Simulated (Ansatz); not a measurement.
Relaxation of a periodic cell of 17 atoms, TiSi16 (host Si, host structure diamond, interstitial Ti), to a largest force component of 0.03 eV/Å in at most 60 steps.

The calculation used DFT PBE-D3(BJ), scalar-relativistic, plane waves, PAW (Ansatz 0.2.0). Settings: PAW set soft_1, cutoff 420 eV, k mesh 2x2x2, fermi-dirac smearing 0.02 eV, no spin polarisation.

```xyz
17
Lattice="0.0000 5.4300 5.4300 5.4300 0.0000 5.4300 5.4300 5.4300 0.0000" Properties=species:S:1:pos:R:3
Si 0.000 0.000 0.000
Si 1.357 1.357 1.357
Si 2.715 2.715 0.000
Si 4.072 4.072 1.357
Si 2.715 0.000 2.715
Si 4.072 1.357 4.072
Si 5.430 2.715 2.715
Si 6.787 4.072 4.072
Si 0.000 2.715 2.715
Si 1.357 4.072 4.072
Si 2.715 5.430 2.715
Si 4.072 6.787 4.072
Si 2.715 2.715 5.430
Si 4.072 4.072 6.787
Si 5.430 5.430 5.430
Si 6.787 6.787 6.787
Ti 8.109 2.743 8.176
```

Task: Where does it end, and by what steps?

Result: It converged. Limits of this set-up: coarse k mesh. After 3 steps the energy has fallen by 0.399 eV; Si2 moved furthest, 0.08 Å.

```csv
step,energy less start (eV),largest force component (eV/Å),accepted
0,0.0000,1.317,yes
1,-0.3721,0.388,yes
2,-0.3991,0.041,yes
3,-0.3995,0.005,yes
```

```xyz
17
Lattice="0.0000 5.4300 5.4300 5.4300 0.0000 5.4300 5.4300 5.4300 0.0000" Properties=species:S:1:pos:R:3
Si 0.001 -0.001 -0.001
Si 1.310 1.313 1.314
Si 2.711 2.718 -0.033
Si 4.116 4.119 1.314
Si 2.711 -0.034 2.718
Si 4.116 1.314 4.120
Si 5.463 2.718 2.718
Si 6.767 4.092 4.092
Si -0.038 2.715 2.715
Si 1.313 4.117 4.117
Si 2.715 5.468 2.715
Si 4.085 6.774 4.091
Si 2.715 2.715 5.468
Si 4.085 4.090 6.775
Si 5.426 5.434 5.434
Si 6.769 6.774 6.774
Ti 8.144 2.716 8.146
```

Whether the end is a true minimum wasn't checked by a vibrational analysis.

Time of the run: 36 s on 1 thread of Arm Neoverse V1, on a shared host, peak memory 0.56 GiB.
